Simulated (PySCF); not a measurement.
# C5H7ClSSi: the cost of one run

Programs: PySCF 2.14.0, with routines of our own; each step states its level. All values are computed. Atoms count from 0.

## (1) The system as given

15 atoms, charge 0, multiplicity 1; geometry from: GFN2-xTB.

## (2) Magnetic properties: GIAO wB97X-D/pcSseg-1

The job: settings as JSON, then the geometry in Å.

```
{"job": {"kind": "mag", "xc": "wB97X-D", "basis": "pcSseg-1", "isotopologues": 2}, "charge": 0, "multiplicity": 1}
C      2.101728    -1.897812     0.122505
C      1.759937    -0.814068     0.514161
C      1.363617     0.438519     1.014447
C      0.610999     1.276687     0.294591
Cl     0.151498     2.797775     0.994186
Si    -0.022857     0.963430    -1.464035
S     -1.201240    -0.828139    -1.494603
C     -2.129628    -0.656754     0.065491
H      2.396101    -2.839486    -0.233676
H      1.696054     0.681829     2.016742
H      1.067935     0.695254    -2.384456
H     -0.863036     2.102533    -1.820008
H     -2.807362    -1.501854     0.119275
H     -1.435905    -0.680909     0.899937
H     -2.692254     0.270984     0.060078
```

With the program's defaults for keys left out, this is: GIAO wB97X-D/pcSseg-1 magnetisability, rotational g tensor and spin-rotation constants, non-relativistic, gas phase.

On the command line:

```sh
OMP_NUM_THREADS=1 python excited_run.py task.json out
```

The driver reads the jobs from task.json and runs them one after another.

**Question.** How long does this first job take on 1 thread of Intel Xeon Platinum 8488C, shared host, and how much memory does it need?

About 63 s, with a peak of 0.89 GiB.
